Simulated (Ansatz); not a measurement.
What does this script print? It uses the Python package of Ansatz (0.2.0).

The script, `edit_bpt3.py`:
```python
import ansatz as az
import pandas as pd
from pymatgen.core import Lattice, Structure
from pymatgen.io.ase import AseAtomsAdaptor


def main() -> None:
    pmg_structure = Structure(
        Lattice([[7.15724, 0.0, 0.0], [-3.57862, 6.19835, 0.0], [0.0, 0.0, 2.75525]]),
        ["B", "B", "Pt", "Pt", "Pt", "Pt", "Pt", "Pt"],
        [
            [2 / 3, 1 / 3, 0.25],
            [1 / 3, 2 / 3, 0.75],
            [0.39482, 0.19741, 0.75],
            [0.80259, 0.19741, 0.75],
            [0.80259, 0.60518, 0.75],
            [0.60518, 0.80259, 0.25],
            [0.19741, 0.80259, 0.25],
            [0.19741, 0.39482, 0.25],
        ],
    )
    xtal = az.Crystal.from_ase(AseAtomsAdaptor.get_atoms(pmg_structure))

    calculation = (
        xtal.calculation()
        .functional(az.Functional.LDA)
        .kpoints(spacing=0.29)
        .occupations("methfessel_paxton", width=0.1)
        .band_table()
    )
    typed = calculation.input()
    rows = []
    for value in [4, 6, 9]:
        edited = typed.set(az.key.basis.ecutrho_ratio, value)
        report = az.Session.from_dict(edited).plan().execute().report
        rows.append((value, report["free_energy_ev"], report["n_iterations"], len(report["eigenvalues_ev"][0]) if "eigenvalues_ev" in report else 0))
    print(pd.DataFrame(rows, columns=["density ratio", "F eV", "iterations", "bands listed"]).round(4).to_string(index=False))


if __name__ == "__main__":
    main()
```

```console
$ python edit_bpt3.py
DeckWarning: basis.ecutwfc = 420 eV, auto-derived from the records' recommended cutoffs: set by B (normal level)
 density ratio        F eV  iterations  bands listed
             4 -73769.1429           7            69
             6 -73769.1429           7            69
             9 -73769.1429           7            69
```
(Warnings from the package without file and line, repeats left out.)

What to keep in mind:
- Total energies depend on the potentials; only differences at equal settings carry meaning. A total without «per atom» is that of the cell as typed.
- For a metal this k-point mesh is coarse: on a finer one energies can move by several to tens of meV an atom and pressures by half a GPa or more, differences at one mesh by less.
- Spin-orbit coupling, which matters for elements this heavy, is left out.
- This cell is a computed structure, which may not be the phase found in nature.
- Finished in 53 s on 1 thread of Arm Neoverse N1, with other jobs on the host, peak memory 0.64 GiB.
